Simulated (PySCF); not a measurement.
**Ga⁻: electron affinity in aug-cc-pVTZ-PP plus 1 even-tempered diffuse shell per l with ECP10**

Wanted: the electron affinity of gallium, up a ladder of methods.

The numbers are computed with PySCF 2.14.0 (unrestricted determinants in a Gaussian basis, no spin-orbit coupling in the energies), except any that are marked as measured or tabulated.

## (1) Starting point

| Quantity | Value |
| --- | --- |
| Element | gallium (Z = 31) |
| Basis | aug-cc-pVTZ-PP with one added diffuse shell each of s, d, f type with ECP10MDF (7s5p5d3f, 68 functions) |
| Hamiltonian | scalar relativity through the core potential |
| State 1 | Ga⁻: [Ar] 3d10 4s2 4p2, high-spin 3P determinant |
| Needed too, but not shown | Ga [Ar] 3d10 4s2 4p1 (2P) |
| Methods | UHF, LDA, PBE, PBE0, r2SCAN, BP86, CAM-B3LYP, wB97X-V, B2PLYP, MP2 |
| Core shells frozen in the correlated runs | valence: 3s2 3p6 3d10 (for Ga⁻) |

The outer shells:

Ga- [Ar] 3d10 4s2 4p2
```
[Ar] core
3d [↑↓][↑↓][↑↓][↑↓][↑↓]
4s [↑↓]
4p [↑ ][↑ ][  ]
```

One driver process ran all states and methods and kept the integrals in memory. Each run is shown as a PySCF script that sums up its settings (the driver passes frozen orbitals as a list and adds second-order terms of double hybrids); the logs are those of the runs themselves. The driver starts from symmetry-adapted Hartree-Fock orbitals, holds the occupation by maximum overlap and uses a logarithmic radial grid for functionals, so a plain start would take other cycles.

The integrals over 68 functions and the set-up took 0.64 s of CPU time.

## (2) Ga⁻: the ladder of methods

**UHF**

input.py

```python
from pyscf import gto, scf, dft, mp, cc
import basis_set_exchange as bse
txt = bse.get_basis("aug-cc-pVTZ-PP", elements=["Ga"], fmt="nwchem", header=False, augment_diffuse=1)
cut = txt.index("\nECP")
mol = gto.M(atom="Ga 0 0 0", charge=-1, spin=2, symmetry="D2h",
            basis=gto.basis.parse(txt[:cut]),
            ecp={"Ga": gto.basis.parse_ecp(txt[cut:])})
mf = scf.UHF(mol)
mf.irrep_nelec = {'Ag': (4, 4), 'B1g': (1, 1), 'B2g': (1, 1), 'B3g': (1, 1), 'B1u': (2, 1), 'B2u': (2, 1), 'B3u': (1, 1)}
mf.kernel()
```

**LDA**

Changes to input.py:

```diff
@@ -7,3 +7,3 @@
             ecp={"Ga": gto.basis.parse_ecp(txt[cut:])})
-mf = scf.UHF(mol)
+mf = dft.UKS(mol, xc="LDA,VWN")
 mf.irrep_nelec = {'Ag': (4, 4), 'B1g': (1, 1), 'B2g': (1, 1), 'B3g': (1, 1), 'B1u': (2, 1), 'B2u': (2, 1), 'B3u': (1, 1)}
```

**PBE**

Changes to input.py:

```diff
@@ -7,3 +7,3 @@
             ecp={"Ga": gto.basis.parse_ecp(txt[cut:])})
-mf = dft.UKS(mol, xc="LDA,VWN")
+mf = dft.UKS(mol, xc="PBE")
 mf.irrep_nelec = {'Ag': (4, 4), 'B1g': (1, 1), 'B2g': (1, 1), 'B3g': (1, 1), 'B1u': (2, 1), 'B2u': (2, 1), 'B3u': (1, 1)}
```

**PBE0**

Changes to input.py:

```diff
@@ -7,3 +7,3 @@
             ecp={"Ga": gto.basis.parse_ecp(txt[cut:])})
-mf = dft.UKS(mol, xc="PBE")
+mf = dft.UKS(mol, xc="PBE0")
 mf.irrep_nelec = {'Ag': (4, 4), 'B1g': (1, 1), 'B2g': (1, 1), 'B3g': (1, 1), 'B1u': (2, 1), 'B2u': (2, 1), 'B3u': (1, 1)}
```

**r2SCAN**

Changes to input.py:

```diff
@@ -7,3 +7,3 @@
             ecp={"Ga": gto.basis.parse_ecp(txt[cut:])})
-mf = dft.UKS(mol, xc="PBE0")
+mf = dft.UKS(mol, xc="R2SCAN")
 mf.irrep_nelec = {'Ag': (4, 4), 'B1g': (1, 1), 'B2g': (1, 1), 'B3g': (1, 1), 'B1u': (2, 1), 'B2u': (2, 1), 'B3u': (1, 1)}
```

**BP86**

Changes to input.py:

```diff
@@ -7,3 +7,3 @@
             ecp={"Ga": gto.basis.parse_ecp(txt[cut:])})
-mf = dft.UKS(mol, xc="R2SCAN")
+mf = dft.UKS(mol, xc="B88,P86")
 mf.irrep_nelec = {'Ag': (4, 4), 'B1g': (1, 1), 'B2g': (1, 1), 'B3g': (1, 1), 'B1u': (2, 1), 'B2u': (2, 1), 'B3u': (1, 1)}
```

**CAM-B3LYP**

Changes to input.py:

```diff
@@ -7,3 +7,3 @@
             ecp={"Ga": gto.basis.parse_ecp(txt[cut:])})
-mf = dft.UKS(mol, xc="B88,P86")
+mf = dft.UKS(mol, xc="CAMB3LYP")
 mf.irrep_nelec = {'Ag': (4, 4), 'B1g': (1, 1), 'B2g': (1, 1), 'B3g': (1, 1), 'B1u': (2, 1), 'B2u': (2, 1), 'B3u': (1, 1)}
```

**wB97X-V**

Changes to input.py:

```diff
@@ -7,3 +7,3 @@
             ecp={"Ga": gto.basis.parse_ecp(txt[cut:])})
-mf = dft.UKS(mol, xc="CAMB3LYP")
+mf = dft.UKS(mol, xc="WB97X_V")
 mf.irrep_nelec = {'Ag': (4, 4), 'B1g': (1, 1), 'B2g': (1, 1), 'B3g': (1, 1), 'B1u': (2, 1), 'B2u': (2, 1), 'B3u': (1, 1)}
```

**B2PLYP**

Changes to input.py:

```diff
@@ -7,3 +7,3 @@
             ecp={"Ga": gto.basis.parse_ecp(txt[cut:])})
-mf = dft.UKS(mol, xc="WB97X_V")
+mf = dft.UKS(mol, xc="0.53*HF + 0.47*B88, 0.73*LYP")
 mf.irrep_nelec = {'Ag': (4, 4), 'B1g': (1, 1), 'B2g': (1, 1), 'B3g': (1, 1), 'B1u': (2, 1), 'B2u': (2, 1), 'B3u': (1, 1)}
```

## (3) Ga⁻, continued

**MP2 (valence)**

input.py, as its differences from that of step 2:

```diff
@@ -7,4 +7,5 @@
             ecp={"Ga": gto.basis.parse_ecp(txt[cut:])})
-mf = dft.UKS(mol, xc="0.53*HF + 0.47*B88, 0.73*LYP")
+mf = scf.UHF(mol)
 mf.irrep_nelec = {'Ag': (4, 4), 'B1g': (1, 1), 'B2g': (1, 1), 'B3g': (1, 1), 'B1u': (2, 1), 'B2u': (2, 1), 'B3u': (1, 1)}
 mf.kernel()
+mp.UMP2(mf, frozen=9).kernel()
```

Before running it: what results should come out?

**Answer**, as computed:

| quantity | value |
| --- | --- |
| electron affinity, Ga | UHF -0.064, MP2 (valence) 0.255 eV |

What this shows: The methods span 0.639 eV, from UHF (-0.064) to BP86 (0.575). No reference value is at hand in this session. The basis is finite, and no extrapolation was made.
